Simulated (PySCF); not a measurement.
**CH₆B₂ClN: electronic excitations and core binding energies**

Aim: predict the electronic excitations and core binding energies of CH₆B₂ClN (`CB(Cl)BN`).

The runs use PySCF 2.14.0, with density-fitted response routines of our own; the level of theory stands in each step. All values are computed, except where a source is named. Atoms are numbered from 0 throughout.

## (1) The molecule as given

11 atoms, charge 0, multiplicity 1; geometry from: GFN2-xTB.

Bonds of the start (Å): C0–B1 1.59, B1–Cl2 1.73, B1–B3 1.67, B3–N4 1.38, C0–H5 1.09, C0–H6 1.09, C0–H7 1.09, B3–H8 1.18, N4–H9 1.01, N4–H10 1.01.

## (2) TDDFT and polarisability: PBE0/def2-SVPD

What the job is given:

```
{"job": {"kind": "uv", "xc": "PBE0", "basis": "def2-SVPD", "nstates": 8, "ntriplets": 3}, "charge": 0, "multiplicity": 1}
C      1.726096    -0.256669     0.327484
B      0.478539     0.664105    -0.020787
Cl     0.665826     2.341002     0.348530
B     -0.930618     0.091496    -0.718687
N     -2.026939    -0.342304     0.005639
H      1.807348    -1.122067    -0.326498
H      1.605045    -0.646219     1.339884
H      2.677168     0.272147     0.312279
H     -1.045710     0.028231    -1.892329
H     -2.875773    -0.687199    -0.412862
H     -2.075559    -0.339852     1.011383
```

Method: TDDFT PBE0/def2-SVPD, vertical, gas phase, core orbitals frozen in the response.

Started as:

```
> OMP_NUM_THREADS=1 python probes_run.py task.json out
```

This one command runs all jobs of the session in turn.

Standard output:

```text
coarse grid: 9664 points
cycle   1  E = -605.7648497224  dE =  3.413e-01  |g| = 4.117e-01  |ddm| = 4.530e+00
cycle   2  E = -605.7643328078  dE =  5.169e-04  |g| = 4.370e-01  |ddm| = 1.152e+00
cycle   3  E = -605.8099077272  dE = -4.557e-02  |g| = 6.388e-02  |ddm| = 4.701e-01
cycle   4  E = -605.8108735312  dE = -9.658e-04  |g| = 1.797e-02  |ddm| = 9.859e-02
cycle   5  E = -605.8109422903  dE = -6.876e-05  |g| = 5.710e-03  |ddm| = 2.359e-02
cycle   6  E = -605.8109509611  dE = -8.671e-06  |g| = 9.449e-04  |ddm| = 8.575e-03
final grid: 88600 points
cycle   7  E = -605.8725093319  dE = -2.161e-05  |g| = 6.829e-03  |ddm| = 5.516e-02
cycle   8  E = -605.8725038455  dE =  5.486e-06  |g| = 8.425e-03  |ddm| = 1.758e-02
cycle   9  E = -605.8725212169  dE = -1.737e-05  |g| = 7.786e-04  |ddm| = 9.061e-03
cycle  10  E = -605.8725213724  dE = -1.555e-07  |g| = 1.613e-04  |ddm| = 1.231e-03
cycle  11  E = -605.8725213776  dE = -5.218e-09  |g| = 6.246e-05  |ddm| = 2.451e-04
cycle  12  E = -605.8725213787  dE = -1.016e-09  |g| = 1.174e-05  |ddm| = 1.095e-04
cycle  13  E = -605.8725213787  dE = -3.718e-11  |g| = 3.642e-06  |ddm| = 2.699e-05
converged SCF energy = -605.8725213787

Static polarisability (au): isotropic 63.556, principal 54.976 63.863 71.829

Singlet excitations
state   eV       nm        f      main configurations
  1   4.7705    259.9   0.00415   H->L 0.98
  2   5.9940    206.8   0.00431   H->L+1 0.96
  3   6.3807    194.3   0.00584   H-1->L 0.99
  4   6.6216    187.2   0.02186   H-2->L 0.94
  5   6.8398    181.3   0.01849   H->L+2 0.96
  6   7.4751    165.9   0.10448   H-3->L 0.60, H->L+3 0.34
  7   7.4881    165.6   0.05013   H->L+3 0.61, H-3->L 0.29
  8   7.7372    160.2   0.00578   H-2->L+1 0.89

Triplet excitations (Tamm-Dancoff, eV): 4.1389 5.3271 6.0036
```

Wall time 16 s (1 thread of Arm Neoverse V1, shared host); peak memory 0.64 GiB.

The orbitals next to the gap, with their largest atomic shares:

```
orbital     eV                       atoms
 HOMO−3  -9.58   Cl2 76 %, B1 12 %, C0 6 %
 HOMO−2  -9.17  Cl2 38 %, B3 15 %, C0 12 %
 HOMO−1  -8.75    N4 64 %, B3 16 %, H9 6 %
   HOMO  -7.49  Cl2 33 %, B1 21 %, B3 20 %
   LUMO  -1.02  B1 43 %, Cl2 19 %, B3 11 %
 LUMO+1   0.02   B3 39 %, N4 20 %, B1 11 %
 LUMO+2   0.42  B1 31 %, B3 22 %, Cl2 10 %
```

With each of the 8 states as a Gaussian band of 0.4 eV half-width at 1/e, the curve within the window shown has maxima at 260 nm (ε 170), 166 nm (ε 6,500) L/(mol cm). Beyond the last state computed it falls off for lack of states. The curve at chosen wavelengths:

(nm, ε (L/mol/cm)): (154, 1029), (160, 4382), (165, 6459), (171, 4778), (177, 2487), (183, 1859), (188, 1622), (194, 1129), (200, 658), (205, 408), (211, 232), (217, 124), (223, 59), (228, 36), (234, 39), (240, 67), (246, 109), (251, 142), (257, 166), (263, 164), (268, 146), (274, 114), (280, 79), (286, 50), (291, 32), (297, 18)

Further results of this job:

```
           property  computed
  dipole moment (D)      2.43
polarisability (Å³)      9.42
 HOMO–LUMO gap (eV)      6.47
      −ε(HOMO) (eV)      7.49
```

## (3) X-ray photoelectron lines: SCAN, X2C

Same as in step 2 but for these lines:

```diff
@@ -1,2 +1,2 @@
-{"job": {"kind": "uv", "xc": "PBE0", "basis": "def2-SVPD", "nstates": 8, "ntriplets": 3}, "charge": 0, "multiplicity": 1}
+{"job": {"kind": "xps"}, "charge": 0, "multiplicity": 1}
 C      1.726096    -0.256669     0.327484
```

Method: delta-SCF UKS SCAN, pcX-2 on the ionised atom, pcseg-1 elsewhere, spin-free X2C.

Standard output:

```text
ground state, core basis on atom 0 (C), 135 functions
  cycle   1  E = -607.62330288  |g| = 5.33e-01
  cycle   2  E = -607.58661923  |g| = 6.65e-01
  cycle   3  E = -607.69393599  |g| = 9.53e-02
  cycle   4  E = -607.69643490  |g| = 2.64e-02
  cycle   5  E = -607.69657015  |g| = 1.11e-02
  cycle   6  E = -607.69660123  |g| = 2.81e-03
  cycle   7  E = -607.69660233  |g| = 1.16e-03
  cycle   8  E = -607.69660395  |g| = 2.55e-04
  E(ground) = -607.70919953 Eh
hole in C 1s of atom 0
  cycle   1  E = -596.47976017  |g| = 1.50e+00
  cycle   2  E = -595.95086658  |g| = 1.70e+00
  cycle   3  E = -596.98395458  |g| = 3.39e-01
  cycle   4  E = -597.01013169  |g| = 2.16e-01
  cycle   5  E = -597.03769184  |g| = 4.62e-02
  cycle   6  E = -597.03854873  |g| = 2.00e-02
  cycle   7  E = -597.03872912  |g| = 9.37e-03
  cycle   8  E = -597.03877253  |g| = 2.59e-03
  cycle   9  E = -597.03877740  |g| = 6.40e-04
  cycle  10  E = -597.03877889  |g| = 2.59e-04
  E(ion) = -597.04999661 Eh   <S^2> = 0.7660   hole on atom = 1.000   binding energy = 290.052 eV
ground state, core basis on atom 1 (B), 135 functions
  cycle   1  E = -607.69092667  |g| = 5.20e-02
  cycle   2  E = -607.69058020  |g| = 4.51e-02
  cycle   3  E = -607.69108190  |g| = 1.92e-02
  cycle   4  E = -607.69118870  |g| = 4.46e-03
  cycle   5  E = -607.69119238  |g| = 8.09e-04
  cycle   6  E = -607.69119320  |g| = 1.61e-04
  E(ground) = -607.70548651 Eh
hole in B 1s of atom 1
  cycle   1  E = -600.06340751  |g| = 1.17e+00
  cycle   2  E = -597.73238799  |g| = 2.13e+00
  cycle   3  E = -600.24308690  |g| = 6.80e-01
  cycle   4  E = -600.44404944  |g| = 2.66e-01
  cycle   5  E = -600.47001620  |g| = 1.31e-01
  cycle   6  E = -600.47895183  |g| = 3.23e-02
  cycle   7  E = -600.47955739  |g| = 1.52e-02
  cycle   8  E = -600.47970672  |g| = 6.11e-03
  cycle   9  E = -600.47973757  |g| = 3.05e-03
  cycle  10  E = -600.47974578  |g| = 1.32e-03
  cycle  11  E = -600.47974807  |g| = 6.91e-04
  cycle  12  E = -600.47974917  |g| = 2.10e-04
  E(ion) = -600.49149870 Eh   <S^2> = 0.7873   hole on atom = 1.000   binding energy = 196.303 eV
ground state, core basis on atom 2 (Cl), 146 functions
  cycle   1  E = -607.88371809  |g| = 4.86e-01
  cycle   2  E = -607.88387982  |g| = 5.12e-02
  cycle   3  E = -607.88378852  |g| = 4.37e-02
  cycle   4  E = -607.88403021  |g| = 1.21e-02
  cycle   5  E = -607.88406425  |g| = 2.25e-03
  cycle   6  E = -607.88406607  |g| = 4.35e-04
  E(ground) = -607.87972145 Eh
hole in Cl 1s of atom 2
  cycle   1  E = -502.69148984  |g| = 5.47e+00
  cycle   2  E = -503.17431733  |g| = 2.15e+00
  cycle   3  E = -503.67276395  |g| = 7.40e-01
  cycle   4  E = -503.89529569  |g| = 2.66e-01
  cycle   5  E = -503.92196537  |g| = 1.40e-01
  cycle   6  E = -503.93007028  |g| = 4.41e-02
  cycle   7  E = -503.93086501  |g| = 1.96e-02
  cycle   8  E = -503.93107387  |g| = 3.30e-03
  cycle   9  E = -503.93107823  |g| = 1.21e-03
  cycle  10  E = -503.93107904  |g| = 1.64e-04
  E(ion) = -503.93603743 Eh   <S^2> = 0.7520   hole on atom = 1.000   binding energy = 2828.452 eV
hole in Cl 2p of atom 2
  cycle   1  E = -599.82706340  |g| = 1.70e+00
  cycle   2  E = -599.83535390  |g| = 1.24e+00
  cycle   3  E = -600.24978196  |g| = 2.51e-01
  cycle   4  E = -600.27547325  |g| = 1.48e-01
  cycle   5  E = -600.28446149  |g| = 6.22e-02
  cycle   6  E = -600.28624698  |g| = 1.99e-02
  cycle   7  E = -600.28645645  |g| = 4.37e-03
  cycle   8  E = -600.28646592  |g| = 1.45e-03
  cycle   9  E = -600.28646720  |g| = 2.23e-04
  E(ion) = -600.29225459 Eh   <S^2> = 0.7516   hole on atom = 1.001   binding energy = 206.465 eV
  2p3/2 = 205.882 eV   2p1/2 = 207.536 eV
ground state, core basis on atom 3 (B), 135 functions
  cycle   1  E = -607.69126851  |g| = 4.91e-02
  cycle   2  E = -607.69123546  |g| = 2.63e-02
  cycle   3  E = -607.69133526  |g| = 1.76e-02
  cycle   4  E = -607.69140894  |g| = 5.92e-03
  cycle   5  E = -607.69141714  |g| = 5.09e-04
  cycle   6  E = -607.69141820  |g| = 1.48e-04
  E(ground) = -607.70475700 Eh
hole in B 1s of atom 3
  cycle   1  E = -600.11329331  |g| = 1.17e+00
  cycle   2  E = -598.10262609  |g| = 1.88e+00
  cycle   3  E = -600.29459631  |g| = 5.72e-01
  cycle   4  E = -600.45456973  |g| = 3.56e-01
  cycle   5  E = -600.50463553  |g| = 1.72e-01
  cycle   6  E = -600.51837170  |g| = 4.61e-02
  cycle   7  E = -600.51958275  |g| = 1.81e-02
  cycle   8  E = -600.51981947  |g| = 7.40e-03
  cycle   9  E = -600.51990733  |g| = 4.85e-03
  cycle  10  E = -600.51995077  |g| = 3.28e-03
  cycle  11  E = -600.51998455  |g| = 1.91e-03
  cycle  12  E = -600.51999703  |g| = 8.64e-04
  cycle  13  E = -600.51999693  |g| = 3.41e-04
  E(ion) = -600.53311922 Eh   <S^2> = 0.8154   hole on atom = 1.000   binding energy = 195.150 eV
ground state, core basis on atom 4 (N), 135 functions
  cycle   1  E = -607.71030696  |g| = 7.18e-02
  cycle   2  E = -607.71031284  |g| = 5.41e-03
  cycle   3  E = -607.71031068  |g| = 5.83e-03
  cycle   4  E = -607.71032222  |g| = 7.28e-04
  cycle   5  E = -607.71032046  |g| = 2.05e-04
  E(ground) = -607.72095086 Eh
hole in N 1s of atom 4
  cycle   1  E = -592.11563308  |g| = 1.86e+00
  cycle   2  E = -590.97141448  |g| = 2.16e+00
  cycle   3  E = -592.67956715  |g| = 5.00e-01
  cycle   4  E = -592.78244378  |g| = 2.07e-01
  cycle   5  E = -592.80518306  |g| = 9.85e-02
  cycle   6  E = -592.81077106  |g| = 2.87e-02
  cycle   7  E = -592.81126028  |g| = 7.18e-03
  cycle   8  E = -592.81129067  |g| = 3.04e-03
  cycle   9  E = -592.81129554  |g| = 1.36e-03
  cycle  10  E = -592.81129739  |g| = 4.78e-04
  E(ion) = -592.82051145 Eh   <S^2> = 0.7639   hole on atom = 1.000   binding energy = 405.462 eV
```

Wall time 39 s (1 thread of Arm Neoverse V1, shared host); peak memory 0.45 GiB.

The holes in one table. −ε is the ground-state orbital energy:

```
       hole  stands for                environment  ΔSCF (eV; 2p as the shell's mean)  −ε (eV)   ⟨S²⟩
  C1s on C0          C0  methyl carbon bonded to B                             290.05    272.9  0.766
  B1s on B1          B1   boron bonded to C, B, Cl                             196.30    180.7  0.787
Cl1s on Cl2         Cl2       chlorine bonded to B                            2828.45   2763.4  0.752
Cl2p on Cl2         Cl2       chlorine bonded to B                             206.43    193.3  0.752
  B1s on B3          B3    boron bonded to B, N, H                             195.15    179.3  0.815
  N1s on N4          N4  nitrogen bonded to B, 2 H                             405.46    386.2  0.764
```

With the spin-orbit splitting: Cl2 2p3/2 205.88, 2p1/2 207.54 eV. The table gives each 2p level as the mean over the whole 2p shell (two parts 2p3/2, one part 2p1/2), which differs a little from the single hole in the log.

## (4) Results

| quantity | value |
| --- | --- |
| lowest singlet (PBE0/def2-SVPD) | 4.77 eV (260 nm), f = 0.004 |
| brightest single state of those computed | state 6, 7.48 eV, f = 0.104 |
| lowest triplet | 4.14 eV |
| B1s binding energies, SCAN/pcX-2 | B1 196.30, B3 195.15 eV |
| C1s binding energies, SCAN/pcX-2 | C0 290.05 eV |
| Cl1s binding energies, SCAN/pcX-2 | Cl2 2828.45 eV |
| Cl2p binding energies, SCAN/pcX-2 | Cl2 206.43 eV |
| N1s binding energies, SCAN/pcX-2 | N4 405.46 eV |

The first singlet state (HOMO→LUMO 0.98) lies at 4.77 eV and is weak; of the 8 states computed, the strongest absorption comes from states 6 to 7 together at 7.48 eV. The lowest triplet lies 0.63 eV below the lowest singlet (triplets in Tamm-Dancoff, singlets in full TDDFT). The B1s levels kept as sound span 1.15 eV, from B3 (boron bonded to B, N, H) up to B1 (boron bonded to C, B, Cl).
